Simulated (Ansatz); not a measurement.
# H4O2S2Zr: one species, many methods

An exercise on one series of results from a longer session: the logs are not shown, and one member is left open.

The runs use Ansatz 0.2.0, Gaussian basis; functionals in def2-TZVPP, the program's frozen cores in correlated methods.

The runs, in order: LDA (SPW92), PBE-D4, revPBE-D4, BLYP-D4, r2SCAN-D4, B97M-V, PBE0-D4, B3LYP-D4, r2SCANh-D4, r2SCAN0-D4, HSE06-D4, BHLYP-D4, CAM-B3LYP-D4, LC-ωPBE, ωB97X-V, ωB97M-V, B2PLYP, PBE-QIDH; CCSD(T)/def2-SVP; CCSD(T)/def2-TZVPP; MP2/def2-QZVPP; extrapolation to the limit; RPA on PBE.

## The geometry

All runs share one geometry, relaxed beforehand with PBE0-D4 in a triple-zeta def2 set. Zr takes the def2 core potential; no spin-orbit term is included.

SMILES `[OH][Zr]([OH])([SH])[SH]`, 9 atoms, charge 0, spin multiplicity 1.

Atoms are counted from 1 here; the program's logs count them from 0.

Bond lengths: O1–Zr2 1.902 Å, O1–H6 0.953 Å, Zr2–O3 1.902 Å, Zr2–S4 2.460 Å, Zr2–S5 2.460 Å, O3–H7 0.953 Å, S4–H8 1.347 Å, S5–H9 1.347 Å. Angles: Zr2–O1–H6 168.8°, O1–Zr2–O3 116.5°, O1–Zr2–S4 104.1°, O1–Zr2–S5 111.3°, O3–Zr2–S4 111.2°, O3–Zr2–S5 104.1°, S4–Zr2–S5 109.6°, Zr2–O3–H7 168.6°, Zr2–S4–H8 91.7°, Zr2–S5–H9 91.7°.

The first run:

Input file in.yaml:

```yaml
crystal:
  periodic: [false, false, false]
  atoms:
    - {symbol: O, position_ang: [-1.112903, 0.468439, 1.588154]}
    - {symbol: Zr, position_ang: [0.056781, 0.029821, 0.154153]}
    - {symbol: O, position_ang: [1.910212, -0.066814, 0.569434]}
    - {symbol: S, position_ang: [-0.786232, -2.130195, -0.667245]}
    - {symbol: S, position_ang: [-0.068546, 1.703121, -1.644823]}
    - {symbol: H, position_ang: [-1.554690, 0.787209, 2.370376]}
    - {symbol: H, position_ang: [2.778941, -0.172808, 0.947329]}
    - {symbol: H, position_ang: [0.184457, -2.201415, -1.598251]}
    - {symbol: H, position_ang: [-1.408029, 1.582631, -1.719136]}
basis:
  gaussian: {orbitals: def2-TZVPP}
hamiltonian: {xc: lda}
output: {orbitals: {seedname: orbitals}}
```

Command:

```console
$ ansatz run in.yaml --threads 4 --pin off --events-out ev --progress --plain --max-ram 10444MiB
```

Steps of the session up to this table: LDA; PBE-D4 (GGA); revPBE-D4 (GGA); BLYP-D4 (GGA); r2SCAN-D4 (meta-GGA); B97M-V (meta-GGA); PBE0-D4 (hybrid); B3LYP-D4 (hybrid); r2SCANh-D4 (hybrid); r2SCAN0-D4 (hybrid); HSE06-D4 (hybrid); BHLYP-D4 (hybrid); CAM-B3LYP-D4 (range-separated); LC-ωPBE (range-separated); ωB97X-V (range-separated); ωB97M-V (range-separated); B2PLYP (double hybrid); PBE-QIDH (double hybrid).

One table of the session follows, with a row left open; its other results are not shown here.

It belongs to the step «Orbital energies across the functionals». 

| functional | HOMO (eV) | gap (eV) |
| --- | --- | --- |
| LDA (SPW92) | -6.05 | 3.84 |
| PBE-D4 | -5.91 | 3.92 |
| revPBE-D4 | -5.85 | 3.94 |
| BLYP-D4 | ? | ? |
| r2SCAN-D4 | -6.20 | 4.38 |
| B97M-V | -6.25 | 4.50 |
| PBE0-D4 | -7.09 | 5.96 |
| B3LYP-D4 | -6.84 | 5.50 |
| r2SCANh-D4 | -6.63 | 5.14 |
| r2SCAN0-D4 | -7.28 | 6.27 |
| HSE06-D4 | -6.69 | 5.19 |
| BHLYP-D4 | -8.11 | 8.01 |
| CAM-B3LYP-D4 | -8.35 | 8.35 |
| LC-ωPBE | -9.73 | 10.86 |
| ωB97X-V | -9.37 | 10.40 |
| ωB97M-V | -9.20 | 9.73 |

Estimate the missing values for BLYP-D4.

Worked estimate for «HOMO (eV)». Against the share of exact exchange, B3LYP-D4 (0.2, -6.84), BHLYP-D4 (0.5, -8.11) give a slope of -4.23 per unit share; at 0 the line stands at -5.99.

As computed: HOMO (eV): -5.73; gap (eV): 3.88. In «HOMO (eV)» the line misses by -0.26.
